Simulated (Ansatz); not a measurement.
Write a Python script for Ansatz's Python interface that makes the interaction energy of a dimer with the counterpoise correction of FI. Settings (for the species named): Hartree-Fock, def2-SVP basis, multiplicity 1.

```xyz
2

I     0.0000    0.0000    0.0000
F     0.0000    0.0000    1.9250
```

Script `dimer.py`:
```python
'''Binding of a FI dimer at a trial geometry.'''

import ansatz
import numpy as np

FIRST = [
    ('I', (0.0, 0.0, -0.9625)),
    ('F', (0.0, 0.0, 0.9625)),
]
SECOND = [
    ('I', (2.0091, 2.9447, -1.302)),
    ('F', (2.9785, 3.7649, 0.1448)),
]

def energy(atoms, ghosts=()):
    molecule = ansatz.Crystal.molecule()
    for symbol, xyz in atoms:
        molecule = molecule.atom(symbol, xyz)
    calc = (
        molecule.calculation()
        .basis(gaussian='def2-SVP')
        .functional('HF')
        .scf(lower_state_search='standard')
    )
    deck = calc.input()
    if ghosts:
        deck = deck.set(ansatz.key.basis.gaussian.ghost_atoms, [{'symbol': s, 'position_ang': list(xyz)} for s, xyz in ghosts])
    return ansatz.Session.from_dict(deck).plan().execute().report['free_energy_ev']


def main() -> None:
    # ghost atoms carry the functions of the partner
    direction = np.array([0.5909, 0.795, -0.1371])
    print('shift (A)   counterpoise-corrected interaction (kcal/mol)')
    for shift in (-0.3, 0.0, 0.4, 1.0, 2.0):
        moved = [(s, tuple(np.round(np.array(xyz) + shift * direction, 4))) for s, xyz in SECOND]
        gain = energy(FIRST + moved) - energy(FIRST, moved) - energy(moved, FIRST)
        print(f'{shift:8.2f} {23.060548 * gain:14.3f}')


if __name__ == '__main__':
    main()
```

```console
$ python dimer.py
shift (A)   counterpoise-corrected interaction (kcal/mol)
   -0.30         19.010
    0.00          9.381
    0.40          3.733
    1.00          1.227
    2.00          0.480
```

Reading the output:
- These settings explore the input space; basis and method may be short of convergence.
- The dimer is a generated trial pose of unrelaxed monomers, not a minimum, so the figure is no binding energy, and the basis set is small.
- def2 sets replace the cores of elements past krypton by effective core potentials.
- Hartree-Fock leaves correlation out, so bond, atomisation and ionisation energies come out well too low.
- This level lacks the dispersion part of the attraction (electrostatics and induction are there), which can decide the sign where the interaction is weak.
- The spin state was assumed, and another may lie lower.
- Wall time of the script: 12 s on 1 thread of Arm Neoverse V1, with other jobs on the host, peak memory 0.24 GiB.

(Lines on the test bed's own set-up are left out of the output.)
